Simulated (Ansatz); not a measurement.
# TiH2O (singlet): wave-function methods side by side at a displaced geometry (v1), def2-SVP

An exercise on one series of results from a longer session: the logs are not shown, and one member is left open.

The runs use Ansatz 0.2.0, Gaussian basis; def2-SVP, core rule «outside noble gas», up to 10 orbitals frozen.

To be run: UHF; CCSD(T) on RHF; CCSD(T) on UHF; CISD; CCSDT(Q) on UHF.

23 further runs of the same task are left out: 2 for a known fault of the program, 10 that didn't finish, 11 set aside as unsound or not needed. Runs told in other sessions of the task aren't counted.

### The system

The geometry is a PBE0/def2-TZVP stationary point (not a proven minimum) with its atoms shifted at random (size 0.040 Å).

4 atoms, charge 0, spin multiplicity 1.

Atoms are counted from 1 here; the program's logs count them from 0.

Bond lengths: Ti1–O2 2.056 Å, O2–H3 1.065 Å, O2–H4 0.959 Å. Angles: Ti1–O2–H3 104.0°, Ti1–O2–H4 104.9°, H3–O2–H4 108.3°.

Set-up of the first run:

The input, in.yaml:

```yaml
crystal:
  periodic: [false, false, false]
  atoms:
    - {symbol: Ti, position_ang: [0.017070, 0.003560, 0.569792]}
    - {symbol: O, position_ang: [-0.103735, -0.012582, -1.482224]}
    - {symbol: H, position_ang: [0.469368, 0.834587, -1.780643]}
    - {symbol: H, position_ang: [0.366590, -0.803945, -1.750840]}
basis:
  gaussian: {orbitals: def2-SVP}
magnetization: {spin_polarized: true, initial_magnetization: 0}
hamiltonian: {xc: hf}
output: {orbitals: {seedname: orbitals}}
```

Command:

```bash
$ ansatz run in.yaml --threads 1 --pin off --events-out ev --progress --plain --max-ram 2393MiB
```

Among the steps run: UHF; CCSD(T) on RHF; CCSD(T) on UHF; CISD; CCSDT(Q) on UHF.

One of the session's tables, all rows but one given; the rest of the session is left out.

| method | from UCCSDT(Q) (kcal/mol) |
| --- | --- |
| RHF | +217.00 |
| UHF | +185.88 |
| RMP2 | +58.14 |
| UMP2 | +31.14 |
| RCCSD | +36.81 |
| UCCSD | ? |
| RCCSD(T) | +30.89 |
| UCCSD(T) | +2.47 |
| UCCSDT | +0.74 |
| UCCSDT(Q) | 0 |

**Question.** Estimate the row for UCCSD.

**Answer.** from UCCSDT(Q) (kcal/mol): +8.54. In the column «from UCCSDT(Q) (kcal/mol)» it lies between UCCSD(T) (+2.47) and RCCSD(T) (+30.89).

Not comparable, so not listed: CISD (they don't share determinant, frozen orbitals or solution with the rows shown, or repeat one).

The program flags UCCSD(T), UCCSDT(Q) as in doubt (see the logs), so the zero of the table is itself unsure.

Caveats from the session: The determinant of HF (⟨S²⟩ 1.02) is far from a pure spin state, so its energy mixes those of several spin states; that is harmless only where they are near-degenerate. The determinant of CCSD(T) (⟨S²⟩ 1.02) is far from a pure spin state, so its energy mixes those of several spin states; high orders of coupled cluster remove much of that, low ones don't. The determinant of CCSDT(Q) (⟨S²⟩ 1.02) is far from a pure spin state, so its energy mixes those of several spin states; high orders of coupled cluster remove much of that, low ones don't. The program flags UCCSD(T), UCCSDT(Q) as in doubt, so the zero of the table is itself unsure. Warnings: restricted reference is unstable; spin contamination; large T1 diagnostic. Restricted and unrestricted rows rest on different reference determinants; a gap between their highest levels can come from leftover correlation error, from unlike frozen cores or from another state.
